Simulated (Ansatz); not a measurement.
# CH₃AlClFSe: how energies converge with the basis set

The task here is to estimate one member of a computed series from the others.

Method: one geometry, several basis sets; program: Ansatz 0.2.0, Gaussian basis.

Levels to be run: PBE0-D4/def2-SVP; ωB97M-V/def2-SVP; PBE0-D4/def2-QZVPP; ωB97M-V/def2-QZVPP; the functionals' def2-TZVPP values are taken from earlier runs.

1 further run of the same task is left out (it didn't finish).

### Structure used throughout

An earlier PBE0-D4 in a triple-zeta def2 set relaxation fixed the geometry.

SMILES `C[Se][Al]([F])[Cl]`, 8 atoms, charge 0, spin multiplicity 1.

Atoms are counted from 1 here; the program's logs count them from 0.

Bond lengths: C1–Se2 1.967 Å, C1–H6 1.086 Å, C1–H7 1.086 Å, C1–H8 1.088 Å, Se2–Al3 2.281 Å, Al3–F4 1.640 Å, Al3–Cl5 2.084 Å. Angles: Se2–C1–H6 110.4°, Se2–C1–H7 110.4°, Se2–C1–H8 105.5°, H6–C1–H7 110.6°, H6–C1–H8 109.9°, H7–C1–H8 109.9°, C1–Se2–Al3 98.2°, Se2–Al3–F4 119.6°, Se2–Al3–Cl5 121.8°, F4–Al3–Cl5 118.6°.

The first run:

File in.yaml:

```yaml
crystal:
  periodic: [false, false, false]
  atoms:
    - {symbol: C, position_ang: [-0.793303, -0.353853, 1.147104]}
    - {symbol: Se, position_ang: [0.838834, -1.155473, 0.397828]}
    - {symbol: Al, position_ang: [1.115839, 0.259259, -1.370138]}
    - {symbol: F, position_ang: [2.383705, 0.043908, -2.387166]}
    - {symbol: Cl, position_ang: [-0.202236, 1.830928, -1.736318]}
    - {symbol: H, position_ang: [-1.608386, -0.416028, 0.431616]}
    - {symbol: H, position_ang: [-0.612713, 0.678956, 1.431403]}
    - {symbol: H, position_ang: [-1.029540, -0.944796, 2.029771]}
basis:
  gaussian: {orbitals: def2-SVP}
hamiltonian: {xc: pbe0, dispersion: d4}
output: {orbitals: {seedname: orbitals}}
```

Launch:

```console
$ ansatz run in.yaml --threads 2 --pin off --events-out ev --progress --plain --max-ram 32768MiB --backend cpu
```

Steps of the session up to this table: PBE0-D4 in def2-SVP; ωB97M-V in def2-SVP; PBE0-D4 in def2-QZVPP; ωB97M-V in def2-QZVPP.

One of the session's tables, all rows but one given; the rest of the session is left out.

It belongs to the step «Functionals by basis». 

```
functional       basis  HOMO (eV)
   PBE0-D4    def2-SVP      -7.20
   PBE0-D4  def2-TZVPP      -7.29
   PBE0-D4  def2-QZVPP      -7.30
   ωB97M-V    def2-SVP      -9.29
   ωB97M-V  def2-TZVPP          ?
   ωB97M-V  def2-QZVPP      -9.43
```

**Question.** Estimate the row for ωB97M-V, def2-TZVPP.

As computed: HOMO (eV): -9.41. In the column «HOMO (eV)» it lies between ωB97M-V, def2-QZVPP (-9.43) and ωB97M-V, def2-SVP (-9.29).
